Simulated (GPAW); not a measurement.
Runs of GPAW 26.7.0 on ZnGaP. The structure is hexagonal, space group P-6m2 (No. 187). The conventional cell has a = 4.016 Å, b = 4.016 Å, c = 4.404 Å, α = 90.00°, β = 90.00°, γ = 120.00°. Zn (site symmetry -6m2) is surrounded by 3 P at 2.32 Å. Ga (site symmetry -6m2) is surrounded by 6 P at 3.20 Å and 6 Zn at 3.20 Å. P (site symmetry -6m2) has 3 Zn at 2.32 Å as nearest neighbours. The cell was built by a generator and needn't be a form met in nature.

```tsv
level	potentials or basis	cell	target pressure	gap on the mesh (eV)	pressure (GPa)	relaxed volume (Å³/atom)
PBEsol+D3(BJ)	PAW data sets generated in the run's folder for this functional, pw	relaxed	-	none	0.0	(a)
PBE	GPAW PAW data sets (gpaw-data 1.2.1), pw	relaxed	-	none	0.1	20.36
PBEsol	PAW data sets generated in the run's folder for this functional, pw	relaxed	-	none	0.0	18.96
PBE	GPAW PAW data sets (gpaw-data 1.2.1), pw	relaxed to 2 GPa	2 GPa	none	2.0	-
```

Alike in all rows: task relaxation of cell and atoms; no spin polarisation; k mesh 8 × 8 × 6; cutoff (eV) 600; smearing fermi-dirac 0.05 eV.

Problem. Estimate the missing entries.

Solution. (a) 17.90.

Caveats: the data sets keep Ga 3d, Li 1s and Be 1s frozen, and some such compounds lay over 1.5 % in volume off other programs; later steps reuse the first step's grids; pairwise dispersion overbinds metals, which lowers pressure and volume (some runs).

A k mesh can miss the band edges, and the runs leave out spin-orbit coupling on Ga.

A gap of «none» marks a metal or a gap under the smearing width.
